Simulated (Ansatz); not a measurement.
# Si₆H₁₂: basis-set convergence

The task here is to estimate one member of a computed series from the others.

The runs use Ansatz 0.2.0, Gaussian basis; one geometry, several basis sets.

Plan: PBE0-D4/def2-SVP; ωB97M-V/def2-SVP; PBE0-D4/def2-QZVPP; ωB97M-V/def2-QZVPP; the functionals' def2-TZVPP values are taken from earlier runs.

### The relaxed structure

The geometry comes from an earlier relaxation with PBE0-D4 in a triple-zeta def2 set; it is a stationary point, not always the lowest conformer.

SMILES `[SiH2]1[SiH2][SiH2][SiH2][SiH2][SiH2]1`, 18 atoms, charge 0, spin multiplicity 1.

Atoms are counted from 1 here; the program's logs count them from 0.

Bond lengths: Si1–Si2 2.345 Å, Si1–Si6 2.338 Å, Si1–H7 1.490 Å, Si1–H8 1.491 Å, Si2–Si3 2.345 Å, Si2–H9 1.490 Å, Si2–H10 1.490 Å, Si3–Si4 2.338 Å, Si3–H11 1.490 Å, Si3–H12 1.491 Å, Si4–Si5 2.345 Å, Si4–H13 1.490 Å, Si4–H14 1.491 Å, Si5–Si6 2.345 Å, Si5–H15 1.490 Å, Si5–H16 1.490 Å, Si6–H17 1.491 Å, Si6–H18 1.490 Å. Angles: Si2–Si1–Si6 108.1°, Si2–Si1–H7 110.7°, Si2–Si1–H8 109.0°, Si6–Si1–H7 112.4°, Si6–Si1–H8 108.5°, H7–Si1–H8 108.2°, Si1–Si2–Si3 110.2°, Si1–Si2–H9 109.3°, Si1–Si2–H10 109.8°, Si3–Si2–H9 109.9°, Si3–Si2–H10 109.3°, H9–Si2–H10 108.2°, Si2–Si3–Si4 108.1°, Si2–Si3–H11 110.7°, Si2–Si3–H12 109.0°, Si4–Si3–H11 112.4°, Si4–Si3–H12 108.5°, H11–Si3–H12 108.2° and more.

Set-up of the first run:

File in.yaml:

```yaml
crystal:
  periodic: [false, false, false]
  atoms:
    - {symbol: Si, position_ang: [0.035459, 2.054713, -0.636045]}
    - {symbol: Si, position_ang: [2.075420, 0.972604, -0.226704]}
    - {symbol: Si, position_ang: [1.698581, -1.241758, 0.447261]}
    - {symbol: Si, position_ang: [-0.189750, -2.031282, -0.681910]}
    - {symbol: Si, position_ang: [-2.075025, -0.973339, 0.226990]}
    - {symbol: Si, position_ang: [-1.544483, 1.218624, 0.870261]}
    - {symbol: H, position_ang: [0.193631, 3.532074, -0.530131]}
    - {symbol: H, position_ang: [-0.414223, 1.732653, -2.020308]}
    - {symbol: H, position_ang: [2.817520, 1.706082, 0.837003]}
    - {symbol: H, position_ang: [2.907027, 0.976452, -1.463071]}
    - {symbol: H, position_ang: [2.903152, -2.080701, 0.194274]}
    - {symbol: H, position_ang: [1.416687, -1.261094, 1.910924]}
    - {symbol: H, position_ang: [-0.324914, -3.512171, -0.595261]}
    - {symbol: H, position_ang: [-0.071169, -1.657880, -2.120185]}
    - {symbol: H, position_ang: [-2.551548, -1.745918, 1.408615]}
    - {symbol: H, position_ang: [-3.171573, -0.939276, -0.781276]}
    - {symbol: H, position_ang: [-0.932933, 1.189696, 2.229419]}
    - {symbol: H, position_ang: [-2.771868, 2.060521, 0.930154]}
basis:
  gaussian: {orbitals: def2-SVP}
hamiltonian: {xc: pbe0, dispersion: d4}
output: {orbitals: {seedname: orbitals}}
```

Steps of the session up to this table: PBE0-D4 in def2-SVP; ωB97M-V in def2-SVP; PBE0-D4 in def2-QZVPP; ωB97M-V in def2-QZVPP.

One table of the session follows, with a row left open; its other results are not shown here.

It belongs to the step «Density functionals: the series». 

| functional | basis | HOMO (eV) |
| --- | --- | --- |
| PBE0-D4 | def2-SVP | -7.76 |
| PBE0-D4 | def2-TZVPP | -7.69 |
| PBE0-D4 | def2-QZVPP | -7.68 |
| ωB97M-V | def2-SVP | ? |
| ωB97M-V | def2-TZVPP | -9.62 |
| ωB97M-V | def2-QZVPP | -9.62 |

Estimate the missing values for ωB97M-V, def2-SVP.

The run gave: HOMO (eV): -9.65. In the column «HOMO (eV)» it is the lowest.
